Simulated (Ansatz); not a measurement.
Write a Python script for the Python package of Ansatz (0.2.0) that makes energies of removing a hydrogen of C₂H₃Br₂F, SMILES FC(Br)CBr. Settings (for the species named): MP2, cc-pVDZ basis, multiplicity 1.

```tsv
atom	x (Å)	y (Å)	z (Å)
F	-0.5287	-0.5441	1.5876
C	0.3304	-0.0760	0.6616
Br	1.7467	-1.3772	0.5549
C	-0.2433	0.0608	-0.6994
Br	-1.5284	1.5736	-0.7373
H	0.7766	0.8774	1.0167
H	0.4302	0.2338	-1.4941
H	-0.8914	-0.8055	-0.9458
```

Script `c2h3br2f_bde.py`:
```python
from dataclasses import dataclass
import logging
import sys

import ansatz as az

logging.basicConfig(stream=sys.stdout, format="%(name)s: %(message)s")
logger = logging.getLogger("ansatz_job")
logger.setLevel(logging.INFO)


@dataclass(frozen=True)
class Options:
    basis_set: str = "cc-pVDZ"
    method: str = "MP2"


settings = Options()


def energy_of(molecule, charge=0, unpaired=0):
    calc = (
        molecule.calculation()
        .basis(gaussian=settings.basis_set)
        .correlation(settings.method)
        .accuracy("medium")
        .scf(lower_state_search="standard")
    )
    if charge:
        calc = calc.charge(charge)
    if unpaired:
        calc = calc.spin("collinear", total=unpaired)
    return calc.run(threads=1).report["free_energy_ev"]

def without(molecule, index):
    rest = az.Crystal.molecule()
    for i, site in enumerate(molecule.cartesian_sites):
        if i != index:
            rest = rest.atom(site.symbol, site.position_ang)
    return rest

geometry_ang = [
    ("F", (-0.5287, -0.5441, 1.5876)),
    ("C", (0.3304, -0.076, 0.6616)),
    ("Br", (1.7467, -1.3772, 0.5549)),
    ("C", (-0.2433, 0.0608, -0.6994)),
    ("Br", (-1.5284, 1.5736, -0.7373)),
    ("H", (0.7766, 0.8774, 1.0167)),
    ("H", (0.4302, 0.2338, -1.4941)),
    ("H", (-0.8914, -0.8055, -0.9458)),
]
molecule = az.Crystal.molecule()
for symbol, xyz in geometry_ang:
    molecule = molecule.atom(symbol, xyz)

whole = energy_of(molecule, 0)
hydrogen = energy_of(az.Crystal.molecule().atom("H", (0, 0, 0)), 0, 1)
logger.info(f"E(molecule) = {whole:.5f} eV, E(H) = {hydrogen:.5f} eV")
for index in [5, 7]:
    radical = energy_of(without(molecule, index), 0, 1)
    logger.info(f"H{index}: homolysis {96.485332 * (radical + hydrogen - whole):.1f} kJ/mol")
    anion = energy_of(without(molecule, index), -1)
    logger.info(f"H{index}: loss of a proton {96.485332 * (anion - whole):.1f} kJ/mol")
```

```console
$ python c2h3br2f_bde.py
ansatz_job: E(molecule) = -144830.14905 eV, E(H) = -13.58606 eV
ansatz_job: H5: homolysis 435.6 kJ/mol
ansatz_job: H5: loss of a proton 1680.1 kJ/mol
ansatz_job: H7: homolysis 452.1 kJ/mol
ansatz_job: H7: loss of a proton 1656.9 kJ/mol
```

The settings weren't tested for convergence. The geometry is a force-field or estimated start, not a minimum of this method, and the basis set is short of its limit. All parts are taken at fixed geometry, without zero-point energy. The spin-orbit lowering of heavy atoms is left out. Anions want diffuse functions, which this basis lacks. Run time: 29 s on 1 thread of Arm Neoverse V1, with other jobs on the host, peak memory 0.42 GiB.
